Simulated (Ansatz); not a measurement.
**Y (fcc type): a single-point run**

Aim: a sound single-point run of Y (fcc type).

Method: DFT, LDA, all-electron LAPW, scalar-relativistic, in Ansatz 0.2.0.

**1. The starting structure**

The structure is cubic, space group Fm-3m (No. 225). The conventional cell has a = 4.090 Å, b = 4.090 Å, c = 4.090 Å, α = 90.00°, β = 90.00°, γ = 90.00°. Y (site symmetry m-3m) is surrounded by 12 Y at 2.89 Å.

The input asks for a charge of -6 e on the cell.

As a file:

```cif
data_structure
_symmetry_space_group_name_H-M 'Fm-3m'
_symmetry_Int_Tables_number 225
_cell_length_a 4.0903
_cell_length_b 4.0903
_cell_length_c 4.0903
_cell_angle_alpha 90.000
_cell_angle_beta 90.000
_cell_angle_gamma 90.000
_cell_volume 68.43
loop_
_atom_site_label
_atom_site_type_symbol
_atom_site_symmetry_multiplicity
_atom_site_Wyckoff_symbol
_atom_site_fract_x
_atom_site_fract_y
_atom_site_fract_z
_atom_site_occupancy
Y1 Y 4 a 0.00000 0.00000 0.00000 1
```

**2. The run**

input.yaml reads:

```yaml
crystal:
  lattice:
    - [0.0, 2.0451636482, 2.0451636482]
    - [2.0451636482, 0.0, 2.0451636482]
    - [2.0451636482, 2.0451636482, 0.0]
  atoms:
    - { symbol: "Y", position: [0.0, 0.0, 0.0] }
kpoints:
  mp_grid: { grid: [13, 13, 13] }
scf:
  occupations: { method: fermi_dirac, width: 0.08 }
  max_iter: 100
hamiltonian:
  xc: lda
  pseudopotentials: { kind: all_electron, lapw: { basis_error: 0.001 } }
output:
  forces: true
  stress: true
  eigenvalues: true
  populations: true
total_charge: -6
```

Launch:

```
$ ansatz run input.yaml --threads 1 --pin off --max-ram 2048MiB --backend cpu --events-out ev --progress --plain --runs-dir out
```

**Question.** How will this run end, and is anything wrong with its input?

This run ends as converged. It gives a pressure of -380 GPa, which is large.

In the input, total_charge is -6. With this charge the calculation describes a differently charged system.

To check: delete total_charge (the default then holds).
